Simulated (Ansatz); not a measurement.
**BH3O2Se (SMILES OB(O)[SeH]): functionals against CCSD(T) at one geometry**

How do the functionals fare away from a minimum? The structure is a structure displaced at random from a GFN2-xTB minimum.

Computed with Ansatz 0.2.0, Gaussian basis. Level: single points in def2-TZVPP.

Cores are frozen in the correlated methods. Filled d shells of the heavier atoms are correlated.

**1. The system as given**

7 atoms, charge 0, spin multiplicity 1.

Atoms are counted from 1 here; the program's logs count them from 0.

Bond lengths: O1–B2 1.355 Å, O1–H5 0.954 Å, B2–O3 1.329 Å, B2–Se4 1.966 Å, O3–H6 0.954 Å, Se4–H7 1.455 Å. Angles: B2–O1–H5 119.0°, O1–B2–O3 122.6°, O1–B2–Se4 124.1°, O3–B2–Se4 113.2°, B2–O3–H6 116.4°, B2–Se4–H7 99.2°.

Geometry (Å):

```xyz
7

O    -0.1824    1.1830    0.2324
B     0.1826   -0.1221    0.2443
O     0.9219   -0.6506    1.2137
Se   -0.3026   -1.4164   -1.1540
H    -0.7535    1.4970   -0.4637
H     1.1971   -0.0580    1.9095
H    -1.0122   -0.5257   -2.0595
```

**2. CCSD(T)/def2-TZVPP**

run/in.yaml reads:

```yaml
crystal:
  periodic: [false, false, false]
  atoms:
    - {symbol: O, position_ang: [-0.182400, 1.183000, 0.232400]}
    - {symbol: B, position_ang: [0.182600, -0.122100, 0.244300]}
    - {symbol: O, position_ang: [0.921900, -0.650600, 1.213700]}
    - {symbol: Se, position_ang: [-0.302600, -1.416400, -1.154000]}
    - {symbol: H, position_ang: [-0.753500, 1.497000, -0.463700]}
    - {symbol: H, position_ang: [1.197100, -0.058000, 1.909500]}
    - {symbol: H, position_ang: [-1.012200, -0.525700, -2.059500]}
basis:
  gaussian: {orbitals: def2-TZVPP}
correlation: {method: ccsd_t}
```

No record of the launch command was kept for these runs.

**3. PBE0-D4/def2-TZVPP**

run/in.yaml: that of step 2 with these lines changed.

```diff
@@ -12,2 +12,3 @@
   gaussian: {orbitals: def2-TZVPP}
-correlation: {method: ccsd_t}
+hamiltonian: {xc: pbe0, dispersion: d4}
+output: {forces: true, orbitals: {seedname: orbitals}}
```

**4. wB97M-V/def2-TZVPP**

run/in.yaml: that of step 3 with these lines changed.

```diff
@@ -12,3 +12,3 @@
   gaussian: {orbitals: def2-TZVPP}
-hamiltonian: {xc: pbe0, dispersion: d4}
-output: {forces: true, orbitals: {seedname: orbitals}}
+hamiltonian: {xc: {name: wB97M-V}}
+output: {forces: true}
```

**5. r2SCAN-D4/def2-TZVPP**

run/in.yaml: that of step 4 with these lines changed.

```diff
@@ -12,3 +12,3 @@
   gaussian: {orbitals: def2-TZVPP}
-hamiltonian: {xc: {name: wB97M-V}}
+hamiltonian: {xc: r2scan, dispersion: d4}
 output: {forces: true}
```

**6. PBE-D4/def2-TZVPP**

run/in.yaml: that of step 5 with these lines changed.

```diff
@@ -12,3 +12,3 @@
   gaussian: {orbitals: def2-TZVPP}
-hamiltonian: {xc: r2scan, dispersion: d4}
+hamiltonian: {xc: pbe, dispersion: d4}
 output: {forces: true}
```

**7. CAM-B3LYP-D4/def2-TZVPP**

run/in.yaml: that of step 6 with these lines changed.

```diff
@@ -12,3 +12,3 @@
   gaussian: {orbitals: def2-TZVPP}
-hamiltonian: {xc: pbe, dispersion: d4}
+hamiltonian: {xc: {name: CAM-B3LYP}, dispersion: d4}
 output: {forces: true}
```

**8. revPBE-D4/def2-TZVPP**

run/in.yaml: that of step 7 with these lines changed.

```diff
@@ -12,3 +12,3 @@
   gaussian: {orbitals: def2-TZVPP}
-hamiltonian: {xc: {name: CAM-B3LYP}, dispersion: d4}
+hamiltonian: {xc: {name: revPBE}, dispersion: d4}
 output: {forces: true}
```

(Steps that only read results are left out.)

Q: Predict the outcome of this session. Wanted: energy less free atoms, CCSD(T)/def2-TZVPP; RMS force component; HOMO and LUMO, PBE0-D4; T1 diagnostic.

As calculated:

```
                                  quantity                                 value
energy less free atoms, CCSD(T)/def2-TZVPP                            -27.294 eV
                       RMS force component  0.392 to 0.674 eV/Å over the methods
                    HOMO and LUMO, PBE0-D4                     -7.01 and 0.14 eV
                             T1 diagnostic                                 0.011
```

**Reading.** Against CCSD(T) the functionals' energies less atoms differ by -1.429 to -0.507 eV, PBE-D4 by -1.429 eV. A larger basis would deepen the CCSD(T) value, while the functionals are nearly converged already, so the order here is not reliable. No sound CCSD(T) forces are at hand. Among the functionals the RMS force differs by up to 72 %.
